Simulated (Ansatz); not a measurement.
**CH₃ClO₂Si: how energies converge with the basis set**

Aim: see how fast density functionals converge with the basis set for CH₃ClO₂Si.

Program: Ansatz 0.2.0, Gaussian basis. Level of theory: one geometry, several basis sets. These are calculated values, not measurements.

The runs, in order: PBE0-D4/def2-SVP; ωB97M-V/def2-SVP; PBE0-D4/def2-QZVPP; ωB97M-V/def2-QZVPP; the functionals' def2-TZVPP values are taken from earlier runs.

### 1 The geometry

All runs share one geometry, relaxed beforehand with PBE0-D4 in a triple-zeta def2 set.

SMILES `O[Si@@H]1O[C@@H]1Cl`, 8 atoms, charge 0, spin multiplicity 1.

Atoms are counted from 1 here; the program's logs count them from 0.

Bond lengths: O1–Si2 1.619 Å, O1–H6 0.962 Å, Si2–O3 1.659 Å, Si2–C4 1.802 Å, Si2–H7 1.467 Å, O3–C4 1.452 Å, C4–Cl5 1.775 Å, C4–H8 1.085 Å. Angles: Si2–O1–H6 117.0°, O1–Si2–O3 120.5°, O1–Si2–C4 122.1°, O1–Si2–H7 107.8°, O3–Si2–C4 49.4°, O3–Si2–H7 117.9°, C4–Si2–H7 127.1°, Si2–O3–C4 70.4°, Si2–C4–O3 60.2°, Si2–C4–Cl5 118.7°, Si2–C4–H8 130.6°, O3–C4–Cl5 113.4°, O3–C4–H8 113.4°, Cl5–C4–H8 108.6°.

Coordinates:

```xyz
8
CH3ClO2Si
O     0.01626    1.15258    1.48601
Si    0.64857    0.01371    0.52530
O     0.75558    0.25696   -1.11186
C    -0.28239   -0.71888   -0.83242
Cl   -1.91986   -0.11957   -1.16549
H    -0.79426    1.57513    1.18745
H     1.81173   -0.55909    1.21262
H    -0.14353   -1.65785   -1.35751
```

### 2 PBE0-D4 in def2-SVP

in.yaml

```yaml
crystal:
  periodic: [false, false, false]
  atoms:
    - {symbol: O, position_ang: [0.016258, 1.152585, 1.486011]}
    - {symbol: Si, position_ang: [0.648567, 0.013714, 0.525297]}
    - {symbol: O, position_ang: [0.755582, 0.256959, -1.111863]}
    - {symbol: C, position_ang: [-0.282392, -0.718881, -0.832418]}
    - {symbol: Cl, position_ang: [-1.919857, -0.119567, -1.165488]}
    - {symbol: H, position_ang: [-0.794259, 1.575133, 1.187452]}
    - {symbol: H, position_ang: [1.811734, -0.559090, 1.212619]}
    - {symbol: H, position_ang: [-0.143534, -1.657852, -1.357509]}
basis:
  gaussian: {orbitals: def2-SVP}
hamiltonian: {xc: pbe0, dispersion: d4}
output: {orbitals: {seedname: orbitals}}
```

Started as:

```bash
$ ansatz run in.yaml --threads 2 --pin off --events-out ev --progress --plain --max-ram 4352MiB
```

After this run come: ωB97M-V in def2-SVP; PBE0-D4 in def2-QZVPP; ωB97M-V in def2-QZVPP.

Q: Predict the results of all the runs planned. Wanted: PBE0-D4: double and triple zeta above quadruple; ωB97M-V: double and triple zeta above quadruple.

**Answer**, as computed:

| quantity | value |
| --- | --- |
| PBE0-D4: double and triple zeta above quadruple | 14.72, 0.95 eV |
| ωB97M-V: double and triple zeta above quadruple | 14.77, 0.90 eV |

For PBE0-D4 the step from double to triple zeta gains 13.77 eV and the next only 0.95 eV. Total energies overstate the basis error of differences, where much of it tends to cancel. The LUMO of ωB97M-V is positive and keeps falling with the basis (2.34 to 1.28 eV): an unbound level that the basis holds in place.
